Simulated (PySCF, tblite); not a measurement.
# C₆H₅N₂P: infrared bands and NMR shifts

Wanted: the infrared bands and NMR shifts of C₆H₅N₂P (`Cc1cpcc(C#N)n1`), by calculation.

Computed with tblite 0.8.0 and PySCF 2.14.0, with density-fitted response routines of our own, on a single molecule in the gas phase. Atoms are numbered from 0 throughout.

## (1) The molecule as given

14 atoms, charge 0, multiplicity 1; geometry from: GFN2-xTB.

Bonds of the start (Å): C0–C1 1.50, C1–C2 1.39, C2–P3 1.73, P3–C4 1.74, C4–C5 1.39, C5–C6 1.43, C6–N7 1.15, C5–N8 1.33, N8–C1 1.32, C0–H9 1.09, C0–H10 1.09, C0–H11 1.09, C2–H12 1.08, C4–H13 1.08.

## (2) Harmonic vibrations with GFN2-xTB

The job: settings as JSON, then the geometry in Å.

```
{"job": {"kind": "ir", "xc": "GFN2-xTB", "basis": "xTB"}, "charge": 0, "multiplicity": 1}
C     -2.159512    -0.685425     0.186487
C     -0.830410    -0.016429     0.011846
C     -0.776561     1.337933    -0.301288
P      0.679173     2.247640    -0.528559
C      1.827941     0.976836    -0.249996
C      1.455229    -0.326220     0.053857
C      2.505099    -1.270674     0.255769
N      3.380615    -1.993098     0.407652
N      0.220524    -0.799110     0.178457
H     -2.712553    -0.216372     0.998540
H     -2.751583    -0.596415    -0.722733
H     -2.007418    -1.736051     0.415662
H     -1.714345     1.868589    -0.411503
H      2.883125     1.208325    -0.316357
```

**Question.** This job is followed by: GIAO PBE0/pcSseg-1 NMR shielding, non-relativistic, gas phase. Predict these results of the whole session: strongest single infrared mode (GFN2-xTB); zero-point energy (GFN2-xTB); 13C shifts against TMS (PBE0/pcSseg-1); 1H shifts against TMS (PBE0/pcSseg-1, means over atoms taken as alike); 31P shifts against H3PO4 (PBE0/pcSseg-1); 15N shifts against NH3 (PBE0/pcSseg-1).

The runs gave:

| quantity | value |
| --- | --- |
| strongest single infrared mode (GFN2-xTB) | 2379 cm⁻¹, 157 km/mol |
| zero-point energy (GFN2-xTB) | 59.8 kcal/mol |
| 13C shifts against TMS (PBE0/pcSseg-1) | 166.6, 159.4, 158.8, 141.4, 123.5, 30.5 ppm |
| 1H shifts against TMS (PBE0/pcSseg-1, means over atoms taken as alike) | 9.17, 9.06, 2.94 ppm |
| 31P shifts against H3PO4 (PBE0/pcSseg-1) | 272.6 ppm |
| 15N shifts against NH3 (PBE0/pcSseg-1) | 359.1, 311.6 ppm |

In words: No mode is imaginary among the 36: a minimum at this level. The strongest single mode, at 2379 cm⁻¹, moves mainly C6 and N7. GFN2-xTB is a fitted tight-binding method: band positions and strengths are rough. Its intensities can rank the bands wrongly. At PBE0/pcSseg-1: The largest span, 846 ppm, is at P3, where the paramagnetic term is -920 ppm. NICS(1)zz of -25 ppm above the planar ring from C1 marks a diatropic (aromatic) ring current.
